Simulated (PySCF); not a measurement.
# C9H21ClSe2Si (MeSiCl(SeBu)2): the cost of one run

Computed with PySCF 2.14.0 and routines of our own; the level stands in each step. Atoms count from 0.

## Step 1: The system as given

34 atoms, charge 0, multiplicity 1; geometry from: GFN2-xTB.

## Step 2: NMR shifts: GIAO KT3/pcSseg-1

Job settings and geometry (Å):

```
{"job": {"kind": "nmr", "xc": "KT3", "basis": "pcSseg-1", "pop": false}, "charge": 0, "multiplicity": 1}
C      5.659325     1.069317     1.530414
C      4.628661     0.861476     0.427372
C      3.468785    -0.012055     0.901097
C      2.473314    -0.251222    -0.217174
Se     0.970531    -1.382240     0.400322
Si    -0.193544    -1.377259    -1.598930
C     -1.536505    -2.720353    -1.438700
Cl     1.037267    -1.809106    -3.158215
Se    -0.993882     0.736824    -2.070113
C     -1.872790     1.077813    -0.326974
C     -3.285097     0.527134    -0.257527
C     -3.914991     0.840146     1.099202
C     -5.346728     0.327430     1.201446
H      5.199718     1.536278     2.399098
H      6.084899     0.116530     1.838956
H      6.466772     1.709517     1.182151
H      4.241224     1.829738     0.101726
H      5.107840     0.389655    -0.433799
H      2.964352     0.472263     1.741564
H      3.854732    -0.972164     1.254198
H      2.042029     0.686218    -0.574529
H      2.936024    -0.777667    -1.052946
H     -1.116303    -3.697499    -1.653223
H     -1.936965    -2.743631    -0.429412
H     -2.351342    -2.541739    -2.132840
H     -1.231960     0.635497     0.440093
H     -1.873021     2.162544    -0.209191
H     -3.271100    -0.553583    -0.413892
H     -3.886693     0.972041    -1.053925
H     -3.310613     0.384984     1.887597
H     -3.904504     1.921534     1.255510
H     -5.970162     0.769803     0.427358
H     -5.378071    -0.754259     1.088641
H     -5.769270     0.583786     2.170199
```

Level: GIAO KT3/pcSseg-1 NMR shielding, non-relativistic, gas phase.

Started as:

```sh
OMP_NUM_THREADS=1 python large_run.py task.json out
```

One launch serves the whole session: the jobs run in the order shown.

Q: Estimate the wall time and peak memory of this job on 1 thread of Arm Neoverse N1, shared host.

About 54 s, with a peak of 0.58 GiB.
